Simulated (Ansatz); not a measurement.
**H₂OSeSi (SMILES O=[SiH][SeH]): one structure at several levels**

An exercise on one series of results from a longer session: the logs are not shown, and one member is left open.

Program: Ansatz 0.2.0, Gaussian basis. Level of theory: single points in def2-TZVPP. These are calculated values, not measurements.

Correlated methods freeze the cores. Filled d shells of the heavier atoms are correlated.

## Where the work starts

SMILES `O=[SiH][SeH]`, 5 atoms, charge 0, spin multiplicity 1.

Atoms are counted from 1 here; the program's logs count them from 0.

Bond lengths: O1–Si2 1.511 Å, Si2–Se3 2.303 Å, Si2–H4 1.381 Å, Se3–H5 1.389 Å. Angles: O1–Si2–Se3 122.3°, O1–Si2–H4 128.5°, Se3–Si2–H4 109.2°, Si2–Se3–H5 91.3°.

Coordinates:

```xyz
5
H2OSeSi
O    -1.27480   -0.52320    1.40940
Si   -0.63970   -0.34600    0.04980
Se    0.83740    1.36140   -0.40690
H    -0.83580   -1.09450   -1.09400
H     1.91110    0.59030    0.02070
```

The first run:

File run/in.yaml:

```yaml
crystal:
  periodic: [false, false, false]
  atoms:
    - {symbol: O, position_ang: [-1.274800, -0.523200, 1.409400]}
    - {symbol: Si, position_ang: [-0.639700, -0.346000, 0.049800]}
    - {symbol: Se, position_ang: [0.837400, 1.361400, -0.406900]}
    - {symbol: H, position_ang: [-0.835800, -1.094500, -1.094000]}
    - {symbol: H, position_ang: [1.911100, 0.590300, 0.020700]}
basis:
  gaussian: {orbitals: def2-TZVPP}
correlation: {method: ccsd_t}
output: {forces: true}
```

The command line of these runs was not kept.

Steps of the session up to this table: CCSD(T)/def2-TZVPP; PBE0-D4/def2-TZVPP; wB97M-V/def2-TZVPP; r2SCAN-D4/def2-TZVPP; PBE-D4/def2-TZVPP; CAM-B3LYP-D4/def2-TZVPP; r2SCAN0-D4/def2-TZVPP.

One table of the session follows, with a row left open; its other results are not shown here.

```
      method  RMS force component (eV/Å)  angle to CCSD(T) forces (°)  dipole (D)
     CCSD(T)                       1.149                    reference        3.28
     PBE0-D4                       1.218                         11.1        3.41
     wB97M-V                           ?                            ?           ?
   r2SCAN-D4                       1.190                          5.5        3.26
      PBE-D4                       1.302                          7.7        3.13
CAM-B3LYP-D4                       1.165                         15.9        3.53
  r2SCAN0-D4                       1.184                         18.3        3.49
```

Q: Estimate the row for wB97M-V from the others.

**Answer.** RMS force component (eV/Å): 1.144; angle to CCSD(T) forces (°): 11.2; dipole (D): 3.46. In the column «RMS force component (eV/Å)» it is the lowest.
